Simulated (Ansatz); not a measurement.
# C3H7BSi: one species, many methods

The task here is to estimate one member of a computed series from the others.

Program: Ansatz 0.2.0, Gaussian basis. Level of theory: functionals in def2-TZVPP, the program's frozen cores in correlated methods. These are calculated values, not measurements.

Levels to be run: PBE-D4, r2SCAN-D4, PBE0-D4, B3LYP-D4, ωB97X-V, ωB97M-V, B2PLYP; CCSD(T)/def2-TZVPP; MP2/def2-QZVPP; extrapolation to the limit.

**Structure used throughout**

All runs share one geometry, relaxed beforehand with PBE0-D4 in a triple-zeta def2 set.

12 atoms, charge 0, spin multiplicity 1.

Atoms are counted from 1 here; the program's logs count them from 0.

Bond lengths: C1–C2 1.343 Å, C1–H6 1.084 Å, C1–H7 1.086 Å, C2–C3 1.433 Å, C2–H8 1.087 Å, C3–B4 1.481 Å, C3–H9 1.092 Å, B4–Si5 1.892 Å, B4–H10 1.195 Å, Si5–H11 1.491 Å, Si5–H12 1.488 Å. Angles: C2–C1–H6 121.9°, C2–C1–H7 120.9°, H6–C1–H7 117.2°, C1–C2–C3 123.8°, C1–C2–H8 119.2°, C3–C2–H8 117.0°, C2–C3–B4 125.1°, C2–C3–H9 113.6°, B4–C3–H9 121.3°, C3–B4–Si5 107.5°, C3–B4–H10 125.7°, Si5–B4–H10 126.8°, B4–Si5–H11 131.6°, B4–Si5–H12 120.6°, H11–Si5–H12 107.8°.

Coordinates:

```
C     1.4365   -2.0817    0.1521
C     0.3876   -1.4119   -0.3514
C     0.0565   -0.0640    0.0045
B    -1.0936    0.6997   -0.5312
Si   -1.0718    2.4066    0.2837
H     1.6578   -3.1015   -0.1399
H     2.1010   -1.6173    0.8739
H    -0.2600   -1.9046   -1.0727
H     0.7419    0.3775    0.7309
H    -1.8886    0.2967   -1.3267
H    -1.9806    3.5809    0.1479
H    -0.0097    2.7643    1.2629
```

The first run:

Contents of in.yaml:

```yaml
crystal:
  periodic: [false, false, false]
  atoms:
    - {symbol: C, position_ang: [1.436454, -2.081736, 0.152067]}
    - {symbol: C, position_ang: [0.387550, -1.411893, -0.351353]}
    - {symbol: C, position_ang: [0.056517, -0.063995, 0.004486]}
    - {symbol: B, position_ang: [-1.093570, 0.699670, -0.531237]}
    - {symbol: Si, position_ang: [-1.071821, 2.406562, 0.283721]}
    - {symbol: H, position_ang: [1.657815, -3.101517, -0.139928]}
    - {symbol: H, position_ang: [2.101041, -1.617333, 0.873870]}
    - {symbol: H, position_ang: [-0.260033, -1.904577, -1.072709]}
    - {symbol: H, position_ang: [0.741945, 0.377523, 0.730880]}
    - {symbol: H, position_ang: [-1.888650, 0.296651, -1.326712]}
    - {symbol: H, position_ang: [-1.980553, 3.580901, 0.147870]}
    - {symbol: H, position_ang: [-0.009697, 2.764345, 1.262945]}
basis:
  gaussian: {orbitals: def2-TZVPP}
hamiltonian: {xc: pbe, dispersion: d4}
output: {forces: true, orbitals: {seedname: orbitals}}
```

Launch:

```bash
$ ansatz run in.yaml --threads 4 --pin off --events-out ev --progress --plain --max-ram 10444MiB
```

Steps of the session up to this table: PBE-D4 (GGA); r2SCAN-D4 (meta-GGA); PBE0-D4 (hybrid); B3LYP-D4 (hybrid); ωB97X-V (range-separated); ωB97M-V (range-separated); B2PLYP (double hybrid); CCSD(T) in def2-TZVPP; MP2 in def2-QZVPP.

One table of the session follows, with a row left open; its other results are not shown here.

It belongs to the step «Atomisation energies». 

```
            method  atomisation energy (kcal/mol)
            PBE-D4                         1112.8
         r2SCAN-D4                         1093.9
           PBE0-D4                         1093.5
          B3LYP-D4                         1090.6
           ωB97X-V                         1079.8
           ωB97M-V                         1083.7
            B2PLYP                         1076.9
     HF/def2-TZVPP                          807.5
    MP2/def2-TZVPP                              ?
   CCSD/def2-TZVPP                         1037.1
CCSD(T)/def2-TZVPP                         1056.2
           MP2/CBS                         1094.4
       CCSD(T)/CBS                         1080.1
```

Estimate the missing values for MP2/def2-TZVPP.

**Answer.** atomisation energy (kcal/mol): 1070.5. In the column «atomisation energy (kcal/mol)» it lies between CCSD(T)/def2-TZVPP (1056.2) and B2PLYP (1076.9).

Limits of these values: Free atoms (3 C, 1 B, 1 Si, 7 H) were run apart at each level; the atomisation energy is their sum less the molecule, without zero-point or spin-orbit terms.
